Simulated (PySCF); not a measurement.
# C5H15GeN (GeH2Me(NEt2)): the cost of one run

Computed with PySCF 2.14.0, with density-fitted response routines of our own, on a single molecule in the gas phase. Atoms count from 0, in the outputs and in this text.

## 1. Starting geometry

22 atoms, charge 0, multiplicity 1; geometry from: GFN2-xTB. The atoms were then displaced at random by about 0.03 Å, so the start is not that level's minimum.

Bonds of the start (Å): Ge0–H1 1.48, Ge0–H2 1.42, Ge0–C3 2.04, Ge0–N7 1.75, C3–H4 1.17, C3–H5 1.11, C3–H6 1.04, N7–C8 1.52, N7–C10 1.41, C8–C9 1.53, C8–H12 1.00, C8–H13 1.11, C9–H14 1.06, C9–H15 1.09, C9–H16 1.04, C10–C11 1.54, C10–H17 1.10, C10–H18 1.10, C11–H19 1.01, C11–H20 1.10, C11–H21 1.15.

## 2. Geometry optimisation at PBE0-D3(BJ)/def2-SVP

The job: settings as JSON, then the geometry in Å.

```
{"job": {"xc": "PBE0", "basis": "def2-SVP", "d3": "d3bj", "grid": 1, "maxiter": 40, "shake": 0.03, "kind": "geom"}, "charge": 0, "multiplicity": 1}
Ge     1.062710     1.251690     0.696590
H      1.109970     1.252030     2.176770
H      2.307750     1.403670     0.027530
C      0.022170     2.902130     0.103710
H     -1.021390     2.930130     0.632840
H     -0.322780     2.843540    -0.952940
H      0.497680     3.812120     0.284630
N      0.425760    -0.296330     0.188570
C     -0.634440    -0.965880     1.050710
C     -2.065570    -0.511810     0.755040
C      0.468130    -0.762610    -1.145080
C      1.347070    -2.025190    -1.275200
H     -0.476860    -0.772150     2.017650
H     -0.619630    -2.052370     0.835780
H     -2.146090     0.531160     0.921510
H     -2.341980    -0.644880    -0.286770
H     -2.749930    -0.997150     1.365360
H     -0.520210    -0.901240    -1.602970
H      0.981550     0.015450    -1.735940
H      2.241810    -1.838770    -0.856840
H      0.813580    -2.849240    -0.789880
H      1.456660    -2.369340    -2.368080
```

Run with:

```sh
OMP_NUM_THREADS=2 python probes_run.py task.json out
```

The driver reads the jobs from task.json and runs them one after another.

Q: Estimate the wall time and peak memory of this first job on 2 threads of Intel Xeon Platinum 8259CL at 2.50GHz, shared host.

About 1.9 min, with a peak of 1.1 GiB.
